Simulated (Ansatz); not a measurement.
**C2H6AlNSi: basis-set convergence**

The task here is to estimate one member of a computed series from the others.

Method: one geometry, several basis sets; program: Ansatz 0.2.0, Gaussian basis.

The runs, in order: PBE0-D4/def2-SVP; ωB97M-V/def2-SVP; PBE0-D4/def2-QZVPP; ωB97M-V/def2-QZVPP; the functionals' def2-TZVPP values are taken from earlier runs.

## The geometry

An earlier PBE0-D4 in a triple-zeta def2 set relaxation fixed the geometry.

SMILES `[AlH2][NH]C#C[SiH3]`, 11 atoms, charge 0, spin multiplicity 1.

Atoms are counted from 1 here; the program's logs count them from 0.

Bond lengths: Al1–N2 1.803 Å, Al1–H6 1.578 Å, Al1–H7 1.573 Å, N2–C3 1.333 Å, N2–H8 1.012 Å, C3–C4 1.214 Å, C4–Si5 1.803 Å, Si5–H9 1.487 Å, Si5–H10 1.486 Å, Si5–H11 1.487 Å. Angles: N2–Al1–H6 114.1°, N2–Al1–H7 117.9°, H6–Al1–H7 127.9°, Al1–N2–C3 126.2°, Al1–N2–H8 120.5°, C3–N2–H8 113.4°, N2–C3–C4 178.0°, C3–C4–Si5 179.5°, C4–Si5–H9 110.9°, C4–Si5–H10 109.5°, C4–Si5–H11 110.9°, H9–Si5–H10 108.6°, H9–Si5–H11 108.2°, H10–Si5–H11 108.6°.

The first run:

Contents of in.yaml:

```yaml
crystal:
  periodic: [false, false, false]
  atoms:
    - {symbol: Al, position_ang: [-2.270800, -1.003921, 1.521745]}
    - {symbol: N, position_ang: [-0.475692, -0.965724, 1.358986]}
    - {symbol: C, position_ang: [0.215479, -0.317588, 0.421210]}
    - {symbol: C, position_ang: [0.807736, 0.286213, -0.449731]}
    - {symbol: Si, position_ang: [1.701247, 1.178175, -1.737493]}
    - {symbol: H, position_ang: [-2.789319, -1.862198, 2.740527]}
    - {symbol: H, position_ang: [-3.123594, -0.204208, 0.469510]}
    - {symbol: H, position_ang: [0.109863, -1.467037, 2.015331]}
    - {symbol: H, position_ang: [1.433726, 2.638553, -1.655932]}
    - {symbol: H, position_ang: [3.161635, 0.953967, -1.575685]}
    - {symbol: H, position_ang: [1.295117, 0.706568, -3.087867]}
basis:
  gaussian: {orbitals: def2-SVP}
hamiltonian: {xc: pbe0, dispersion: d4}
output: {orbitals: {seedname: orbitals}}
```

Steps of the session up to this table: PBE0-D4 in def2-SVP; ωB97M-V in def2-SVP; PBE0-D4 in def2-QZVPP; ωB97M-V in def2-QZVPP.

One of the session's tables, all rows but one given; the rest of the session is left out.

It belongs to the step «Functionals by basis». 

| functional | basis | HOMO (eV) | LUMO (eV) |
| --- | --- | --- | --- |
| PBE0-D4 | def2-SVP | -6.55 | -1.38 |
| PBE0-D4 | def2-TZVPP | -6.62 | -1.46 |
| PBE0-D4 | def2-QZVPP | ? | ? |
| ωB97M-V | def2-SVP | -8.65 | 0.34 |
| ωB97M-V | def2-TZVPP | -8.76 | 0.15 |
| ωB97M-V | def2-QZVPP | -8.77 | -0.05 |

Estimate the missing values for PBE0-D4, def2-QZVPP.

The run gave: HOMO (eV): -6.64; LUMO (eV): -1.50. In the column «HOMO (eV)» it lies between ωB97M-V, def2-SVP (-8.65) and PBE0-D4, def2-TZVPP (-6.62).
